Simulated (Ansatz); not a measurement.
# CBGe: the cost of one run

Computed with Ansatz 0.2.0, Gaussian basis. Level: cc-pVTZ, core rule «outside noble gas», up to 16 orbitals frozen.

The runs, in order: UHF; CCSD(T) on ROHF; CCSD(T) on UHF; BCCD(T) on ROHF; CCSDT(Q) on ROHF; CCSDT(Q) on UHF; CASSCF and NEVPT2, 10 electrons in 12 orbitals.

3 further runs of the same task are left out: 3 set aside as unsound or not needed.

## (1) The system

The geometry is a PBE0/def2-TZVP stationary point (not a proven minimum) of the parent state, kept for this charge and spin. No spin-orbit coupling is included. The filled d shell of Ge may be among the frozen orbitals whatever the setting's name suggests; the logs give the count.

3 atoms, charge 1, spin multiplicity 3.

Atoms are counted from 1 here; the program's logs count them from 0.

Bond lengths: C1–B2 1.404 Å, B2–Ge3 2.019 Å. Angles: C1–B2–Ge3 180.0°.

## (2) UHF

Contents of in.yaml:

```yaml
crystal:
  periodic: [false, false, false]
  atoms:
    - {symbol: C, position_ang: [0.000000, 0.000000, -1.609400]}
    - {symbol: B, position_ang: [0.000000, 0.000000, -0.204900]}
    - {symbol: Ge, position_ang: [0.000000, 0.000000, 1.814300]}
basis:
  gaussian: {orbitals: cc-pVTZ}
total_charge: 1
magnetization: {spin_polarized: true, initial_magnetization: 2}
hamiltonian: {xc: hf}
output: {orbitals: {seedname: orbitals}}
```

On the command line:

```bash
ansatz run in.yaml --threads 1 --pin off --events-out ev --progress --plain --max-ram 4096MiB --backend cpu
```

What time and memory should one allow on 1 thread of AMD EPYC 7R13, shared host?

About 24 s, with a peak of 0.32 GiB.
